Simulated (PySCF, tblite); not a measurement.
# C₅H₇S₂Si radical: geometry, infrared bands and EPR parameters

Aim: predict the infrared bands and EPR parameters of C₅H₇S₂Si radical (`[CH2]c1ccc(S[SiH3])s1`).

The runs use tblite 0.8.0 and PySCF 2.14.0, with density-fitted response routines of our own; the level of theory stands in each step. All values are computed, except where a source is named. Atoms count from 0, in the outputs and in this text.

## Step 1: Starting geometry

15 atoms, charge 0, multiplicity 2; geometry from: force field or distance geometry start.

Bonds of the start (Å): C0–C1 1.47, C1–C2 1.38, C2–C3 1.34, C3–C4 1.35, C4–S5 1.79, S5–Si6 2.14, C4–S7 1.79, S7–C1 1.88, C0–H8 1.12, C0–H9 1.10, C2–H10 1.12, C3–H11 1.11, Si6–H12 1.45, Si6–H13 1.46, Si6–H14 1.48.

## Step 2: Relaxing the molecule with GFN2-xTB

The job: settings as JSON, then the geometry in Å.

```
{"job": {"kind": "relax", "xc": "GFN2-xTB", "basis": "xTB"}, "charge": 0, "multiplicity": 2}
C     -3.384700    -0.628100    -0.439400
C     -2.031600    -0.054100    -0.317800
C     -1.513900     0.674700     0.728900
C     -0.248800     1.094700     0.615100
C      0.435100     0.732000    -0.492200
S      2.129400     1.141200    -0.892400
Si     3.367100    -0.427100    -0.112200
S     -0.628900    -0.222400    -1.561700
H     -3.420000    -1.291800    -1.338400
H     -3.671800    -1.171000     0.473000
H     -2.163300     0.916400     1.603300
H      0.244100     1.689100     1.418100
H      4.197300    -1.001000    -1.160100
H      4.223700     0.007700     0.989000
H      2.461700    -1.452300     0.464800
```

On the command line:

```
> OMP_NUM_THREADS=1 python probes_run.py task.json out
```

One launch serves the whole session: the jobs run in the order shown.

What it wrote:

```text
step      E/eV     max force
  0    -609.80835    4.375
  1    -610.25368    2.646
  2    -610.46465    1.695
  3    -610.67948    0.727
  4    -610.75448    0.875
  5    -610.80406    0.656
  6    -610.83013    0.398
  7    -610.85167    0.339
  8    -610.86831    0.420
  9    -610.88687    0.457
 10    -610.90501    0.374
 11    -610.92080    0.332
 12    -610.93339    0.343
 13    -610.94573    0.362
 14    -610.95723    0.303
 15    -610.96561    0.269
 16    -610.97129    0.212
 17    -610.97653    0.198
 18    -610.98188    0.236
 19    -610.98621    0.192
 20    -610.98888    0.117
 21    -610.99031    0.079
 22    -610.99120    0.082
 23    -610.99212    0.086
 24    -610.99315    0.089
 25    -610.99425    0.082
 26    -610.99517    0.064
 27    -610.99584    0.061
 28    -610.99637    0.072
 29    -610.99685    0.068
 30    -610.99723    0.041
 31    -610.99751    0.037
 32    -610.99775    0.043
 33    -610.99798    0.052
 34    -610.99817    0.035
 35    -610.99828    0.020
 36    -610.99834    0.021
 37    -610.99840    0.030
 38    -610.99846    0.028
 39    -610.99851    0.016
 40    -610.99854    0.014
 41    -610.99857    0.015
 42    -610.99859    0.016
 43    -610.99863    0.016
 44    -610.99867    0.017
 45    -610.99872    0.017
 46    -610.99878    0.020
 47    -610.99884    0.020
 48    -610.99888    0.016
 49    -610.99891    0.017
 50    -610.99894    0.018
 51    -610.99900    0.024
 52    -610.99909    0.030
 53    -610.99920    0.035
 54    -610.99933    0.036
 55    -610.99948    0.030
 56    -610.99966    0.044
 57    -610.99988    0.048
 58    -611.00011    0.039
 59    -611.00035    0.043
 60    -611.00069    0.051
 61    -611.00134    0.090
 62    -611.00244    0.135
 63    -611.00379    0.148
 64    -611.00438    0.173
 65    -611.00578    0.081
 66    -611.00647    0.057
 67    -611.00722    0.078
 68    -611.00852    0.120
 69    -611.01016    0.107
 70    -611.01217    0.097
 71    -611.01338    0.057
 72    -611.01337    0.172
 73    -611.01479    0.064
 74    -611.01557    0.062
 75    -611.01921    0.179
 76    -611.02097    0.083
 77    -611.02280    0.070
 78    -611.02208    0.290
 79    -611.02588    0.065
 80    -611.02691    0.073
 81    -611.02591    0.246
 82    -611.02905    0.077
 83    -611.02996    0.075
 84    -611.03093    0.223
 85    -611.03347    0.073
 86    -611.03453    0.078
 87    -611.03745    0.233
 88    -611.04071    0.108
 89    -611.04338    0.109
 90    -611.04567    0.279
 91    -611.04938    0.141
 92    -611.05141    0.135
 93    -611.05321    0.362
 94    -611.05931    0.146
 95    -611.06330    0.147
 96    -611.07433    0.211
 97    -611.07808    0.159
 98    -611.08117    0.130
 99    -611.08633    0.162
100    -611.08838    0.174
101    -611.09162    0.154
102    -611.09387    0.198
103    -611.09609    0.225
104    -611.09853    0.116
105    -611.10199    0.112
106    -611.10374    0.103
107    -611.10531    0.097
108    -611.10653    0.095
109    -611.10760    0.113
110    -611.10850    0.051
111    -611.10927    0.064
112    -611.10957    0.071
113    -611.10983    0.065
114    -611.11034    0.044
115    -611.11090    0.046
116    -611.11192    0.066
117    -611.11280    0.079
118    -611.11352    0.074
119    -611.11428    0.076
120    -611.11522    0.083
121    -611.11660    0.090
122    -611.11848    0.155
123    -611.12157    0.183
124    -611.12583    0.181
125    -611.13108    0.142
126    -611.13261    0.101
127    -611.13427    0.081
128    -611.13462    0.090
129    -611.13571    0.071
130    -611.13668    0.071
131    -611.13755    0.082
132    -611.13832    0.074
133    -611.13896    0.052
134    -611.13983    0.070
135    -611.14038    0.052
136    -611.14073    0.057
137    -611.14102    0.041
138    -611.14130    0.036
139    -611.14153    0.036
140    -611.14170    0.034
141    -611.14181    0.017
142    -611.14188    0.018
143    -611.14193    0.018
144    -611.14199    0.023
145    -611.14204    0.024
146    -611.14211    0.027
147    -611.14218    0.028
148    -611.14226    0.029
149    -611.14235    0.018
150    -611.14242    0.020
151    -611.14250    0.027
152    -611.14257    0.032
153    -611.14266    0.032
154    -611.14277    0.028
155    -611.14294    0.032
156    -611.14321    0.042
157    -611.14345    0.041
158    -611.14372    0.058
159    -611.14393    0.078
160    -611.14430    0.048
161    -611.14453    0.042
162    -611.14475    0.039
163    -611.14495    0.042
164    -611.14510    0.023
165    -611.14517    0.016
166    -611.14519    0.011
167    -611.14520    0.006
```

Run time: 4.9 s. Hardware: 1 thread of AMD EPYC, shared host.

Relaxation path: (not every step is listed)

| step | energy from step 0 (eV) | largest force (eV/Å) |
| --- | --- | --- |
| 0 | 0.0000 | 4.3749 |
| 1 | -0.4453 | 2.6459 |
| 2 | -0.6563 | 1.6945 |
| 3 | -0.8711 | 0.7274 |
| 4 | -0.9461 | 0.8754 |
| 5 | -0.9957 | 0.6557 |
| 6 | -1.0218 | 0.3980 |
| 7 | -1.0433 | 0.3389 |
| 8 | -1.0600 | 0.4199 |
| 23 | -1.1838 | 0.0861 |
| 38 | -1.1901 | 0.0278 |
| 53 | -1.1908 | 0.0354 |
| 68 | -1.2002 | 0.1196 |
| 83 | -1.2216 | 0.0748 |
| 98 | -1.2728 | 0.1300 |
| 113 | -1.3015 | 0.0645 |
| 128 | -1.3263 | 0.0903 |
| 143 | -1.3336 | 0.0183 |
| 158 | -1.3354 | 0.0581 |
| 162 | -1.3364 | 0.0393 |
| 163 | -1.3366 | 0.0418 |
| 164 | -1.3367 | 0.0230 |
| 165 | -1.3368 | 0.0161 |
| 166 | -1.3368 | 0.0107 |
| 167 | -1.3369 | 0.0062 |

Distances of close pairs at the start and the end, largest changes first:

| bond | before (Å) | after (Å) | change (Å) |
| --- | --- | --- | --- |
| C0–C1 | 1.475 | 1.352 | -0.122 |
| C1–S7 | 1.882 | 1.775 | -0.108 |
| C4–S5 | 1.788 | 1.733 | -0.055 |
| C0–H8 | 1.118 | 1.074 | -0.044 |
| C4–S7 | 1.785 | 1.741 | -0.044 |
| C2–H10 | 1.116 | 1.074 | -0.041 |
| C2–C3 | 1.338 | 1.378 | +0.040 |
| C1–C2 | 1.376 | 1.416 | +0.039 |

The next job starts from the end point, and lists it.

## Step 3: Infrared spectrum with GFN2-xTB

The job: settings as JSON, then the geometry in Å.

```
{"job": {"kind": "ir", "xc": "GFN2-xTB", "basis": "xTB"}, "charge": 0, "multiplicity": 2}
C     -2.825473    -1.021494    -0.080294
C     -1.738628    -0.235734     0.093549
C     -1.666145     1.097214     0.564644
C     -0.386343     1.604918     0.625747
C      0.590386     0.714576     0.212468
S      2.288002     1.063375     0.181552
Si     3.138641    -0.762289    -0.611080
S     -0.099119    -0.809482    -0.270364
H     -2.744302    -2.027154    -0.447781
H     -3.806305    -0.647927     0.150866
H     -2.550530     1.639916     0.842768
H     -0.135089     2.596473     0.957708
H      4.547671    -0.408381    -0.616601
H      2.804395    -1.834877     0.314728
H      2.578427    -0.961144    -1.939821
```

What it wrote:

```text
mode    cm-1     km/mol
  1      16.9      4.20
  2     102.6      0.80
  3     105.5      2.75
  4     159.4      0.33
  5     221.4      1.78
  6     255.0      0.40
  7     334.4      0.22
  8     374.9      0.53
  9     422.7      0.09
 10     491.5     76.94
 11     515.9      0.59
 12     531.4     47.55
 13     565.1      0.13
 14     571.6     28.50
 15     602.2     39.01
 16     645.9      1.79
 17     711.2      2.92
 18     738.3     89.98
 19     743.9     73.55
 20     757.7    209.31
 21     760.0     20.91
 22     761.4    378.10
 23     840.3      3.04
 24     936.5     11.13
 25     972.6     30.18
 26    1095.7     16.70
 27    1157.9      3.02
 28    1223.0     11.35
 29    1361.2      5.41
 30    1410.8      6.07
 31    1422.1      2.02
 32    1541.5     29.95
 33    2330.1    254.41
 34    2333.5     81.83
 35    2364.4    203.02
 36    3123.0      0.82
 37    3130.1      8.72
 38    3142.9     13.31
 39    3161.1     19.46
```

Run time: 2 s. Hardware: 1 thread of AMD EPYC, shared host.

The strongest bands and the atoms that carry them (share of the mass-weighted mode):

| cm⁻¹ | km/mol | atoms |
| --- | --- | --- |
| 492 | 76.9 | S5 44 %, Si6 38 % |
| 738 | 90.0 | H12 53 %, H14 18 %, H13 17 % |
| 744 | 73.5 | H10 56 %, C2 18 % |
| 758 | 209.3 | H13 46 %, H14 46 % |
| 761 | 378.1 | H12 36 %, H13 29 %, H14 29 % |
| 2330 | 254.4 | H13 64 %, H14 32 % |
| 2334 | 81.8 | H14 65 %, H13 33 % |
| 2364 | 203.0 | H12 97 % |

## Step 4: g tensor and hyperfine couplings: B3LYP/pcH-1

The job, as its differences from that of step 3:

```diff
@@ -1,2 +1,2 @@
-{"job": {"kind": "ir", "xc": "GFN2-xTB", "basis": "xTB"}, "charge": 0, "multiplicity": 2}
+{"job": {"kind": "epr", "basis": "pcH-1"}, "charge": 0, "multiplicity": 2}
 C     -2.825473    -1.021494    -0.080294
```

Method: UKS B3LYP, pcH-1 on C H S Si, non-relativistic, mean-field spin-orbit, GIAO.

What it wrote:

```text
UKS, coarse grid
  cycle   1  E = -1280.55625561  |g| = 3.47e-01
  cycle   2  E = -1280.49009804  |g| = 4.63e-01
  cycle   3  E = -1280.60005413  |g| = 1.33e-01
  cycle   4  E = -1280.60891181  |g| = 6.20e-02
  cycle   5  E = -1280.61094089  |g| = 1.90e-02
  cycle   6  E = -1280.61119114  |g| = 7.88e-03
  cycle   7  E = -1280.61126198  |g| = 4.61e-03
  cycle   8  E = -1280.61128454  |g| = 2.40e-03
  cycle   9  E = -1280.61128901  |g| = 5.18e-04
UKS, final grid
  cycle   1  E = -1280.61132361  |g| = 7.10e-04
  cycle   2  E = -1280.61132319  |g| = 1.15e-03
  cycle   3  E = -1280.61132389  |g| = 1.16e-04
  cycle   4  E = -1280.61132389  |g| = 2.86e-05
E = -1280.61132389 Eh   <S^2> = 0.7787 (exact 0.7500)
g shifts (ppm)      1          2          3
  rmc          -161       -161       -161
  gc              0         37         33
  oz_so        -172       1230       4041
  total        -332       1105       3913
hyperfine (MHz)  atom isotope    a_iso     a_fc   dipolar eigenvalues
    0   13C      45.06      45.17    -43.84    -42.74     86.59
    1   13C     -39.54     -39.48    -22.60      8.82     13.78
    2   13C      33.48      33.55    -29.58    -29.08     58.67
    3   13C     -26.63     -26.64    -15.38      6.72      8.66
    4   13C      41.36      41.05    -32.27    -31.14     63.41
    5   33S       1.60       1.73     -8.99     -6.48     15.47
    6  29Si       2.22       2.21     -0.28     -0.03      0.32
    7   33S       1.76       1.83     -7.29     -3.48     10.77
    8    1H     -35.10     -35.09    -20.61     -0.35     20.96
    9    1H     -34.33     -34.33    -19.49     -0.80     20.29
   10    1H     -24.43     -24.43    -12.79     -1.27     14.06
   11    1H       6.04       6.03     -3.08     -0.30      3.38
   12    1H      -1.18      -1.19     -0.73     -0.60      1.33
   13    1H       6.72       6.72     -0.86     -0.53      1.39
   14    1H       7.23       7.23     -0.86     -0.53      1.39
```

Wall time 3.8 min (1 thread of AMD EPYC, shared host); peak memory 1.1 GiB.

Principal g values 2.00199, 2.00342, 2.00623; g(iso) = 2.00388, against 2.00232 for a free electron.

Hyperfine couplings; where a row names several nuclei, a(iso) is their mean (it holds for fast rotation or exchange) and the dipolar term the largest among them:

| nuclei | isotope | a(iso) (MHz) | a(iso) (G, at g = 2.0023) | largest dipolar term (MHz) |
| --- | --- | --- | --- | --- |
| C0 | 13C | 45.1 | 16.1 | 86.6 |
| C4 | 13C | 41.4 | 14.8 | 63.4 |
| C1 | 13C | -39.5 | -14.1 | -22.6 |
| H8, H9 | 1H | -34.7 | -12.4 | 21.0 |
| C2 | 13C | 33.5 | 11.9 | 58.7 |
| C3 | 13C | -26.6 | -9.5 | -15.4 |
| H10 | 1H | -24.4 | -8.7 | 14.1 |
| H11 | 1H | 6.0 | 2.2 | 3.4 |
| H12, H13, H14 | 1H | 4.3 | 1.5 | 1.4 |
| Si6 | 29Si | 2.2 | 0.8 | 0.3 |
| S7 | 33S | 1.8 | 0.6 | 10.8 |
| S5 | 33S | 1.6 | 0.6 | 15.5 |

Mulliken spin populations:

C0 0.57; C1 -0.19; C2 0.37; C3 -0.14; C4 0.33; S5 0.06; Si6 0.01; S7 0.04; H8 -0.03; H9 -0.03; H10 -0.02; H11 0.00; H12 0.00; H13 0.00; H14 0.00

In first order the couplings over 0.8 MHz of 1H give 48 distinct lines over 40.2 G, if the averaged nuclei exchange fast.

Orbitals, density, ELF and potential are computed afterwards from the orbital file.

ELF in a plane through or near 13 of the atoms.

Ten even steps from ' ' (0.00) to '@' (1.00):
```
                                                        
                                                        
                                                        
                                  --##++                
                                ..@@@@@@==              
                        --++--  ..@@@@@@++              
            ..::::..  ..%%%%##::  **@@%%====--          
      ::----....----  ::%%--::++::++::--@@@@@@==        
    ..@@@@@@--##**..  ..++****%%++==%%**@@@@@@++        
    ==@@@@@@##**++--..  ****--**::::==..==%%##..        
    ==@@@@@@@@..==%%==--**%%++..##@@++                  
    ..@@@@@@==--%%----%%::--**--====**##==              
      ::--..  --****++**++%%**..%%::@@@@@@++            
              ==%%******..====--++--@@@@@@++            
              --##%%%%==  ##@@@@==  ::##**              
              ..--++==    @@@@@@**                      
                  ..      ##@@@@==                      
                            ::..                        
                                                        
                                                        
```
The map spans 14.4 Å across and 10.7 Å up, centred on the molecule. Atoms in the plane (x, y in Å): C0 (2.7, 1.3), C1 (1.7, 0.4), C2 (1.8, -1.0), C3 (0.6, -1.7), C4 (-0.5, -0.8), S5 (-2.1, -1.3), Si6 (-3.2, 0.5), S7 (0.0, 0.9), H8 (2.5, 2.4), H9 (3.7, 1.0), H10 (2.8, -1.5), H11 (0.5, -2.7), H12 (-4.6, 0.0).

On the surface of density 0.002 e/bohr³ the electrostatic potential runs, from the 1st to the 99th percentile, from -0.67 V near S5 to 1.45 V near H14.

The spin density lies nearest to C0 26 %; C2, C4 about 19 % each; C1 7 % (beta excess); S5 6 %.

## Step 5: Summary of results

| quantity | value |
| --- | --- |
| strongest single infrared mode (GFN2-xTB) | 761 cm⁻¹, 378 km/mol |
| zero-point energy (GFN2-xTB) | 60.0 kcal/mol |
| g(iso) (B3LYP) | 2.00388 |
| ⟨S²⟩ | 0.779 (exact 0.75) |
| largest a(iso) (averaged by class) | 13C on C0, 45.1 MHz |
| surface potential, 1st and 99th percentile | -0.67 V and 1.45 V |

What this shows: Relaxing lowered the energy by 1.337 eV in 167 steps; the close pair that moved most is C0–C1, from 1.475 to 1.352 Å. All 39 modes are real, so the xTB geometry is a minimum. GFN2-xTB is a fitted tight-binding method: band positions and strengths are rough. Its intensities can rank the bands wrongly. The largest share of the spin, 0.57 e, sits on C0. The isotropic g lies 1.6 ppt above the free-electron value.
